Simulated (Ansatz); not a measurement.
# Sr2NiWO6 (I4/m) in Ansatz: reference runs

How does Sr2NiWO6 come out in PBEsol? The cell is run as given and disturbed.

Everything below comes from runs of Ansatz 0.2.0. Logs are shortened: lines on timing, memory, paths and dates and some standing lists are left out, and cuts for length are marked.

## 1. Starting point

The structure is tetragonal, space group I4/m (No. 87). Conventional cell: a = 5.557 Å, b = 5.557 Å, c = 7.913 Å, α = 90.00°, β = 90.00°, γ = 90.00°. W (site symmetry 4/m) has 6 O at 1.92 to 1.94 Å as nearest neighbours. Around Sr (site symmetry -4) lie 12 O at 2.62 to 2.97 Å. Around Ni (site symmetry 4/m) lie 6 O at 2.02 to 2.04 Å. Around O (site symmetry 4) lie 1 W at 1.94 Å and 1 Ni at 2.02 Å. Around O (site symmetry m) lie 1 W at 1.92 Å and 1 Ni at 2.04 Å.

## 2. Single point, PBEsol, collinear spin, ferromagnetic start

The input, input.yaml:

```yaml
crystal:
  lattice:
    - [-2.77855, 2.77855, 3.95655]
    - [2.77855, -2.77855, 3.95655]
    - [2.77855, 2.77855, -3.95655]
  atoms:
    - { symbol: W, position: [0.5, 0.5, 0.0] }
    - { symbol: Sr, position: [0.25, 0.75, 0.5] }
    - { symbol: Sr, position: [0.75, 0.25, 0.5] }
    - { symbol: Ni, position: [0.0, 0.0, 0.0], spin: 1.0 }
    - { symbol: O, position: [0.745, 0.745, 0.0] }
    - { symbol: O, position: [0.255, 0.255, 0.0] }
    - { symbol: O, position: [0.711, 0.227, 0.938] }
    - { symbol: O, position: [0.773, 0.711, 0.484] }
    - { symbol: O, position: [0.289, 0.773, 0.062] }
    - { symbol: O, position: [0.227, 0.289, 0.516] }
hamiltonian:
  xc: pbesol
  pseudopotentials: { kind: paw }
magnetization:
  spin_polarized: true
kpoints:
  mp_grid: { grid: [7, 7, 7] }
scf:
  occupations: { method: fermi_dirac, width: 0.05 }
output:
  forces: true
  stress: true
  eigenvalues: true
  write_density: true
  write_potential: true
  elf: true
  volumetric_format: npy
```

Potentials or basis: Ansatz PAW.

Run with:

```sh
> ansatz run input.yaml --threads 4 --pin off --max-ram 11264MiB --backend cpu --events-out ev --progress --plain --runs-dir out
```

Standard output:

```text
Warning: RAYON_NUM_THREADS=4 ignored (pool sized by the plan → 4); use --threads N
Engine: ansatz 0.2.0, aarch64-unknown-linux-gnu
Pseudopotentials: kind: paw
Pseudopotential: W, paw, valence charge 14, recommended cutoff 420 eV (normal), W.paw.azcp
Pseudopotential: Sr, paw, valence charge 10, recommended cutoff 420 eV (normal), Sr.paw.azcp
Pseudopotential: Ni, paw, valence charge 18, recommended cutoff 420 eV (normal), Ni.paw.azcp
Pseudopotential: O, paw, valence charge 6, recommended cutoff 420 eV (normal), O.paw.azcp
Functional definition: PBEsol
  exchange = pbesol_x
  correlation = pbesol_c
Crystal: 10 atoms, lattice volume = 122.184 Å³
Basis set: ecut = 420 eV, 2421 PW (Γ), exchange–correlation on 80×80×80 points (8 copies of the dense FFT grid, shifted against one another)
Bands: 55, of which v1, the nominal top of the filled ones, is band 44 counted from 1 (43 counted from 0)
Symmetry: 8 space group operations
Space group: I4/m (ITA 87), of the structure as read, at distance tolerance 5.0e-5 Å
Magnetic group: BNS 87.75 (UNI 735), of the structure as read, at distance tolerance 5.0e-5 Å
k-points: 52 of 343
Non-local potential: W, projectors of the file, l = 0: 3, l = 1: 2, l = 2: 2, l = 3: 1
Non-local potential: Sr, projectors of the file, l = 0: 3, l = 1: 2, l = 2: 2
Non-local potential: Ni, projectors of the file, l = 0: 3, l = 1: 2, l = 2: 3, l = 3: 1
Non-local potential: O, projectors of the file, l = 0: 2, l = 1: 2, l = 2: 1
PAW form: soft (Blöchl's): semilocal exchange-correlation on the pseudo side does not see the compensation charge
PAW frozen core: W, regenerated for the run's functional, and the local potential with it (the file was generated under x = pbe(κ = 0.804, μ = 0.2195149727645171), c = pbe(β = 0.06672455060314922))
PAW frozen core: Sr, regenerated for the run's functional, and the local potential with it (the file was generated under x = pbe(κ = 0.804, μ = 0.2195149727645171), c = pbe(β = 0.06672455060314922))
PAW frozen core: Ni, regenerated for the run's functional, and the local potential with it (the file was generated under x = pbe(κ = 0.804, μ = 0.2195149727645171), c = pbe(β = 0.06672455060314922))
PAW frozen core: O, regenerated for the run's functional, and the local potential with it (the file was generated under x = pbe(κ = 0.804, μ = 0.2195149727645171), c = pbe(β = 0.06672455060314922))
PAW one-centre angular grid: W, 590 points (default); XC on 64 Gauss nodes
PAW one-centre angular grid: Sr, 110 points (default); XC on 64 Gauss nodes
PAW one-centre angular grid: Ni, 590 points (default); XC on 64 Gauss nodes
PAW one-centre angular grid: O, 110 points (default); XC on 64 Gauss nodes
Initial density: superposition of atomic densities (chi_scale 0.1, normalization cell, long waves kept (reshape's long-wave potential 0.01 eV rms))
Starting moments: Σ|m| = 1 μB on 1 of 10 sites
Initial wavefunctions: pseudopotential atomic-orbital guess
Functional: x = pbesol(κ = 0.804, μ = 0.12345679012345678), c = pbesol(β = 0.046)
SCF iter   1: F=—  HF=-26425.360336 eV  |F-HF|=—  |Δ(HF+E_count)|=         —  Δρ=8.88e-2 (↑7.55e-2 ↓8.88e-2)  dr2=4.48e1  dr2_m=1.52e-1  M=1.115 μB ∫|m|=1.119 μB  β_m=0.30  ethr=3.10e-3  ⟨swp⟩=8.4  Hψ=26623  notcnv=0
Mixer restart at iter 1: flushing history
preconditioner: auto → Kerker (q_TF=auto, 2.583 Å⁻¹)  [metal: Δε(μ)=0.007 eV  Ē_g=13.240 eV  σ=0.050 eV  W_gap=0.04  n_scr=26 (ndim 8)  ℏωp=27.7 eV  f_vac=0.000  D(μ)=4.32/eV (n_scr^D=26)]
spin=Collinear: Kerker preconditioning applied to the charge; magnetization (m = ρ↑ − ρ↓) channel mixes plain (no charge-response kernel on spin).
SCF iter   2: F=—  HF=-26423.193086 eV  |F-HF|=—  |Δ(HF+E_count)|=    2.17e0  Δρ=5.37e-2 (↑5.37e-2 ↓4.87e-2)  dr2=1.50e1  dr2_m=1.42e0  M=1.998 μB ∫|m|=2.017 μB  β_m=0.39  ethr=3.10e-3  ⟨swp⟩=3.2  Hψ=12925  notcnv=0  defer=321
preconditioner: auto → Resta (q_TF=auto, 2.583 Å⁻¹)  ε∞=5.4  [insulator: Δε(μ)=0.373 eV  Ē_g=13.162 eV  σ=0.050 eV  W_gap=0.94  n_scr=26 (ndim 8)  ℏωp=27.7 eV  f_vac=0.000  D(μ)=0.05/eV (n_scr^D=0)  ε∞_Penn≈5.4]
spin=Collinear: Resta preconditioning applied to the charge; magnetization (m = ρ↑ − ρ↓) channel mixes plain (no charge-response kernel on spin).
SCF iter   3: F=—  HF=-26420.131353 eV  |F-HF|=—  |Δ(HF+E_count)|=    3.06e0  Δρ=2.77e-2 (↑2.77e-2 ↓2.25e-2)  dr2=3.20e0  dr2_m=2.88e-1  M=1.998 μB ∫|m|=2.039 μB  β_m=0.47  ethr=3.10e-3  ⟨swp⟩=3.7  Hψ=12540  notcnv=0  defer=296
SCF iter   4: F=—  HF=-26419.484995 eV  |F-HF|=—  |Δ(HF+E_count)|=   6.46e-1  Δρ=1.27e-2 (↑6.44e-3 ↓1.27e-2)  dr2=2.81e-1  dr2_m=2.50e-2  M=2.000 μB ∫|m|=2.095 μB  β_m=0.58  ethr=3.10e-3  ⟨swp⟩=4.4  Hψ=10570  notcnv=0  defer=281
SCF iter   5: F=—  HF=-26419.517477 eV  |F-HF|=—  |Δ(HF+E_count)|=   3.25e-2  Δρ=8.66e-3 (↑3.69e-3 ↓8.66e-3)  dr2=6.80e-2  dr2_m=2.91e-2  M=2.000 μB ∫|m|=2.093 μB  β_m=0.74  ethr=3.19e-4  ⟨swp⟩=3.5  Hψ=12613  notcnv=0  defer=302
SCF iter   6: F=—  HF=-26419.525190 eV  |F-HF|=—  |Δ(HF+E_count)|=   7.71e-3  Δρ=4.85e-3 (↑1.50e-3 ↓4.85e-3)  dr2=4.32e-2  dr2_m=3.83e-3  M=2.000 μB ∫|m|=2.102 μB  β_m=0.75  ethr=7.73e-5  ⟨swp⟩=3.5  Hψ=9946  notcnv=0  defer=304
SCF iter   7: F=—  HF=-26419.518817 eV  |F-HF|=—  |Δ(HF+E_count)|=   6.37e-3  Δρ=2.13e-3 (↑2.13e-3 ↓1.29e-3)  dr2=6.22e-3  dr2_m=2.13e-3  M=2.000 μB ∫|m|=2.095 μB  β_m=0.69  ethr=4.91e-5  ⟨swp⟩=2.8  Hψ=9875  notcnv=0  defer=294
SCF iter   8: F=—  HF=-26419.518103 eV  |F-HF|=—  |Δ(HF+E_count)|=   7.14e-4  Δρ=8.94e-4 (↑8.94e-4 ↓4.29e-4)  dr2=9.72e-4  dr2_m=3.12e-4  M=2.000 μB ∫|m|=2.097 μB  β_m=0.85  ethr=7.07e-6  ⟨swp⟩=2.2  Hψ=8179  notcnv=0  defer=281
SCF iter   9: F=—  HF=-26419.518249 eV  |F-HF|=—  |Δ(HF+E_count)|=   1.46e-4  Δρ=3.91e-4 (↑3.91e-4 ↓3.90e-4)  dr2=5.28e-4  dr2_m=3.06e-5  M=2.000 μB ∫|m|=2.099 μB  β_m=0.67  ethr=1.11e-6  ⟨swp⟩=2.0  Hψ=9743  notcnv=0  defer=281
SCF iter  10: F=—  HF=-26419.518133 eV  |F-HF|=—  |Δ(HF+E_count)|=   1.15e-4  Δρ=6.64e-5 (↑3.01e-5 ↓6.64e-5)  dr2=7.10e-6  dr2_m=1.08e-6  M=2.000 μB ∫|m|=2.099 μB  β_m=0.82  ethr=6.00e-7  ⟨swp⟩=2.0  Hψ=7827  notcnv=0  defer=281
SCF iter  11: F=—  HF=-26419.518117 eV  |F-HF|=—  |Δ(HF+E_count)|=   1.60e-5  Δρ=1.19e-5 (↑1.19e-5 ↓1.14e-5)  dr2=4.30e-7  dr2_m=7.35e-9  M=2.000 μB ∫|m|=2.099 μB  β_m=0.85  ethr=8.07e-9  ⟨swp⟩=2.2  Hψ=8359  notcnv=0  defer=281
SCF iter  12: F=—  HF=-26419.518118 eV  |F-HF|=—  |Δ(HF+E_count)|=   2.11e-7  Δρ=1.58e-5 (↑8.68e-6 ↓1.58e-5)  dr2=5.14e-7  dr2_m=1.71e-8  M=2.000 μB ∫|m|=2.099 μB  β_m=0.85  ethr=4.89e-10  ⟨swp⟩=2.0  Hψ=10300  notcnv=0  defer=281
SCF iter  13: F=—  HF=-26419.518117 eV  |F-HF|=—  |Δ(HF+E_count)|=   9.69e-8  Δρ=1.29e-6 (↑9.94e-7 ↓1.29e-6)  dr2=5.42e-9  dr2_m=2.99e-10  M=2.000 μB ∫|m|=2.099 μB  β_m=0.92  ethr=4.89e-10  ⟨swp⟩=2.0  Hψ=10088  notcnv=0  defer=281
SCF iter  14: F=-26419.518117 eV  HF=-26419.518117 eV  |F-HF|=1.78e-10  |Δ(HF+E_count)|=   4.19e-9  Δρ=5.93e-7 (↑2.85e-7 ↓5.93e-7)  dr2=5.68e-10  dr2_m=6.38e-11  M=2.000 μB ∫|m|=2.099 μB  ethr=6.16e-12  ⟨swp⟩=16.2  Hψ=43387  notcnv=0
SCF 1 converged in 14 iterations: F = -26419.518117 eV  dr2 = 5.68e-10
SCF converged after 14 iterations
Magnetization: 2.0000 μB (45.0000 up, 43.0000 down)
Absolute magnetization: 2.0987 μB (∫|ρ↑−ρ↓|, with the PAW one-centre terms)
Spin contamination: 0.0087 ħ² per cell (⟨S²⟩ above its minimum at these occupations)
Per-site moments (μB) at R_I (Å): [(0.019892288805961025, 0.7909278438729644), (-0.001757758203774679, 1.081955861668536), (-0.0017577582037747199, 1.081955861668536), (1.5629856969111227, 0.83235920625), (0.06104730445845128, 0.79971766875), (0.06104730445845123, 0.79971766875), (0.0632208738483065, 0.7909278438729644), (0.06322087384830649, 0.7909278438729646), (0.06322087384830669, 0.7909278438729648), (0.0632208738483065, 0.7909278438729646)]
Free energy (F): -26419.518117 eV
Harris-Foulkes:  -26419.518117 eV  (|F-HF|=1.78e-10)
Internal energy: -26419.518103 eV  (E = F + TS)
E sigma→0 (E₀):  -26419.518110 eV
Entropy (-TS):   -0.000014 eV (-0.001 meV/atom)
Fermi energy:    11.744058 eV
--- Per-component energies (eV) ---
  E_band       = -669.910654
  E_kinetic    = 2264.747774
  E_local      = -8747.253214  (includes V_loc(G=0)·N_el)
  E_nonlocal   = 1337.220458
  E_hartree    = 3326.138433
  E_xc         = -1129.787483
  E_vxc        = -1231.502261  (∫ρ·V_xc dr)
  E_paw        = -16232.860422  (= ΣΔE_a)
  E_vpaw       = -945.417098  (= ΣTr[D̂ρ^β])
  E_aug_tail   = 0.015239  (compensation charges beyond the density's cutoff)
  E_ewald      = -7238.638391
  E_core_change = 0.899503  (= ΣΔE_core)
  E_smearing   = -0.000014  (= −TS)
  E_closure    = 0.000000  (closes the sum)
  Σ components = -26419.518117   (vs F -26419.518117, Δ=0.00e0)
--- Forces (eV/Å), atoms counted from 1 ---
  atom   1  W      0.00000000     0.00000000    -0.00000000
  atom   2  Sr    -0.00000000     0.00000000     0.00000000
  atom   3  Sr     0.00000000     0.00000000     0.00000000
  atom   4  Ni     0.00000000     0.00000000    -0.00000000
  atom   5  O      0.00000000     0.00000000    -0.39891189
  atom   6  O      0.00000000    -0.00000000     0.39891189
  atom   7  O     -0.09683220     0.00827739    -0.00000000
  atom   8  O      0.00827739     0.09683220     0.00000000
  atom   9  O      0.09683220    -0.00827739    -0.00000000
  atom  10  O     -0.00827739    -0.09683220     0.00000000
  max |Σ_I F_I| component: 1.39e-17 eV/Å
--- Stress (GPa, compression-positive) ---
       -2.712222      -0.000001       0.000000
        0.000001      -2.712222       0.000000
        0.000000       0.000000      -3.684092
  P = ⅓ Tr σ = -3.0362 GPa (-30.362 kbar)
--- Band table (eV; the first three rows and the last of 104) ---
  k-point 0 ↑: bands = ["-92.6396", "-64.1860", "-53.1576", "-53.1559", "-53.1559", "-28.4909", "-28.4909", "-28.4699", "-22.3913", "-22.3325", "-7.6581", "-6.8261", "-6.6189", "-6.1482", "-6.1482", "-6.0917", "-4.6930", "-4.6930", "-4.4815", "-4.4172", "-4.3617", "-4.3617", "4.1715", "4.9513", "4.9792", "5.7091", "5.7805", "5.7805", "6.9199", "6.9595", "6.9595", "8.7521", "8.8510", "8.8510", "9.2642", "9.2642", "9.3368", "9.4023", "9.4329", "9.4329", "9.4361", "9.8264", "9.9739", "9.9739", "10.1439", "13.4274", "13.4274", "13.5690", "15.4630", "15.6606", "16.1465", "16.9611", "16.9809", "16.9809", "18.5489"]
  k-point 1 ↑: bands = ["-92.6396", "-64.1860", "-53.1576", "-53.1559", "-53.1559", "-28.4910", "-28.4909", "-28.4700", "-22.3868", "-22.3358", "-7.6526", "-6.8713", "-6.6395", "-6.2458", "-6.1911", "-6.1694", "-4.6275", "-4.5602", "-4.4082", "-4.3811", "-4.3414", "-4.2756", "4.3100", "4.9668", "5.1084", "5.6322", "5.7816", "5.8473", "6.5987", "6.9216", "6.9690", "8.3376", "8.4182", "8.6247", "8.6957", "9.1915", "9.2263", "9.2572", "9.4284", "9.6193", "9.8356", "9.8761", "10.0166", "10.0614", "10.5433", "13.3915", "13.5078", "13.6328", "15.7828", "16.1018", "16.4377", "17.0413", "17.3185", "17.3525", "18.6118"]
  k-point 2 ↑: bands = ["-92.6396", "-64.1860", "-53.1576", "-53.1559", "-53.1559", "-28.4914", "-28.4910", "-28.4700", "-22.3767", "-22.3432", "-7.6817", "-6.9662", "-6.6476", "-6.4334", "-6.3703", "-6.1832", "-4.4751", "-4.3909", "-4.3522", "-4.3019", "-4.1321", "-4.0970", "4.2695", "4.9605", "5.2964", "5.3138", "5.9778", "6.0144", "6.5520", "6.9332", "7.0138", "7.8500", "7.9034", "7.9999", "8.2347", "8.9708", "9.0484", "9.1522", "9.1921", "9.3914", "9.8947", "9.9056", "10.2470", "10.2579", "10.8491", "13.3203", "13.7649", "13.8338", "16.5458", "16.9550", "17.0475", "17.3439", "18.0524", "18.2418", "18.5539"]
  k-point 51 ↓: bands = ["-90.6184", "-64.1668", "-51.1881", "-51.1881", "-51.1837", "-28.4661", "-28.4660", "-28.4476", "-22.3672", "-22.3536", "-7.6986", "-6.9385", "-6.6283", "-6.3493", "-6.3189", "-6.0653", "-4.4043", "-4.3353", "-4.3206", "-4.0963", "-4.0735", "-3.8690", "4.2653", "5.0714", "5.4306", "5.7231", "6.0953", "6.1977", "6.9966", "7.1228", "7.4370", "7.8087", "7.9059", "8.3906", "8.4473", "8.5247", "8.5282", "8.9321", "9.1806", "9.7998", "10.4902", "11.1751", "11.1882", "12.3024", "12.6091", "13.5514", "14.0488", "14.0766", "16.8021", "17.2104", "17.4011", "18.1237", "18.2612", "18.6651", "19.1448"]
```

Wall time 28 s (4 threads of Arm Neoverse V1, shared host); peak memory 0.85 GiB.

What came out:

| Item | Value |
| --- | --- |
| Free energy | -26419.5181 eV |
| Pressure | -3.0 GPa |
| Largest force | 0.399 eV/Å |
| Band gap on the k mesh | 0.84 eV, indirect (least direct gap 0.93 eV) |
| Net moment | 2.00 μB per cell |
| Absolute moment | 2.10 μB per cell |
| Site moments | W +0.02; Sr -0.00; Ni +1.56; O +0.06 μB |

Forces in eV/Å, atoms in the order of the input:
```
W    0.000  0.000  0.000
Sr   0.000  0.000  0.000
Sr   0.000  0.000  0.000
Ni   0.000  0.000  0.000
O    0.000  0.000 -0.399
O    0.000  0.000  0.399
O   -0.097  0.008  0.000
O    0.008  0.097  0.000
O    0.097 -0.008  0.000
O   -0.008 -0.097  0.000
```

Caveat: odd divisions of the mesh miss points on the zone boundary, where band edges often lie, so the gap on the mesh can be too wide; the pressure holds a Pulay correction of +0.6 GPa for the finite cutoff; spin-orbit coupling is left out, which moves the levels of the heavy elements; a cell with one magnetic atom can't hold antiferromagnetic order, which such compounds often take; the PAW data sets come from PBE, with cores solved anew for the run's functional, which leaves a small shift of forces and pressure. A hybrid or GW would open this gap; PBEsol tends to underestimate it.

## 3. Single point, PBEsol, collinear spin, ferromagnetic start (atoms moved at random, drawn with an rms of 0.05 Å)

The input, input.yaml:

```yaml
crystal:
  lattice:
    - [-2.77855, 2.77855, 3.95655]
    - [2.77855, -2.77855, 3.95655]
    - [2.77855, 2.77855, -3.95655]
  atoms:
    - { symbol: W, position: [0.499103, 0.498053, -0.009444] }
    - { symbol: Sr, position: [0.249235, 0.748073, 0.49537] }
    - { symbol: Sr, position: [0.758864, 0.246823, 0.506469] }
    - { symbol: Ni, position: [0.000927, 0.001226, 0.000129], spin: 1.0 }
    - { symbol: O, position: [0.743125, 0.752536, -0.002803] }
    - { symbol: O, position: [0.248941, 0.243827, -0.005365] }
    - { symbol: O, position: [0.710926, 0.231759, 0.937412] }
    - { symbol: O, position: [0.776594, 0.707121, 0.491218] }
    - { symbol: O, position: [0.291694, 0.771244, 0.064313] }
    - { symbol: O, position: [0.231724, 0.290154, 0.515456] }
hamiltonian:
  xc: pbesol
  pseudopotentials: { kind: paw }
magnetization:
  spin_polarized: true
kpoints:
  mp_grid: { grid: [7, 7, 7] }
scf:
  occupations: { method: fermi_dirac, width: 0.05 }
output:
  forces: true
  stress: true
  eigenvalues: true
```

Potentials or basis: Ansatz PAW.

Run with:

```sh
> ansatz run input.yaml --threads 4 --pin off --max-ram 11264MiB --backend cpu --events-out ev --progress --plain --runs-dir out
```

Wall time 2.3 min (4 threads of Arm Neoverse V1, shared host); peak memory 1.6 GiB.

Results (log left out):

```yaml
Free_energy: -26419.3749 eV
Pressure: -3.6 GPa
Largest_force: 1.660 eV/Å
Band_gap_on_the_k_mesh: 0.65 eV, indirect (least direct gap 0.83 eV)
Net_moment: 2.00 μB per cell
Absolute_moment: 2.10 μB per cell
Site_moments: W +0.02; Sr -0.00; Ni +1.55; O +0.06, +0.07 μB
```

Forces in eV/Å, atoms in the order of the input:
```
W    1.032  0.912 -0.562
Sr   0.014  0.074 -0.005
Sr  -0.019 -0.276  0.087
Ni  -0.197 -0.069 -0.034
O    0.055  0.212 -1.097
O    0.000 -0.133  1.655
O   -0.338  0.279  0.048
O   -0.613 -0.706  0.155
O    0.124 -0.023 -0.117
O   -0.058 -0.269 -0.130
```

Stress tensor (GPa, compression positive):
```
-2.43 -0.75 -0.11
-0.75 -3.03  0.57
-0.11  0.57 -5.45
```

Levels at points of the mesh, in eV from the valence-band top:
Spin up:
| k point | band 41 | band 42 | band 43 | band 44 | band 45 | band 46 | band 47 | band 48 | band 49 | band 50 |
| --- | --- | --- | --- | --- | --- | --- | --- | --- | --- | --- |
| (0.00, 0.00, 0.00) | -1.84 | -1.61 | -1.42 | -1.37 | -1.15 | 1.81 | 1.89 | 2.11 | 4.02 | 4.19 |
Spin down:
```tsv
k point	band 39	band 40	band 41	band 42	band 43	band 44	band 45	band 46	band 47	band 48
(0.00, 0.00, 0.00)	-1.69	-1.54	-1.14	-1.02	-0.96	0.66	0.95	1.97	2.04	2.31
```

Caveat: odd divisions of the mesh miss points on the zone boundary, where band edges often lie, so the gap on the mesh can be too wide; the pressure holds a Pulay correction of +0.6 GPa for the finite cutoff; spin-orbit coupling is left out, which moves the levels of the heavy elements; a cell with one magnetic atom can't hold antiferromagnetic order, which such compounds often take; the PAW data sets come from PBE, with cores solved anew for the run's functional, which leaves a small shift of forces and pressure. A k mesh can miss the band edges.
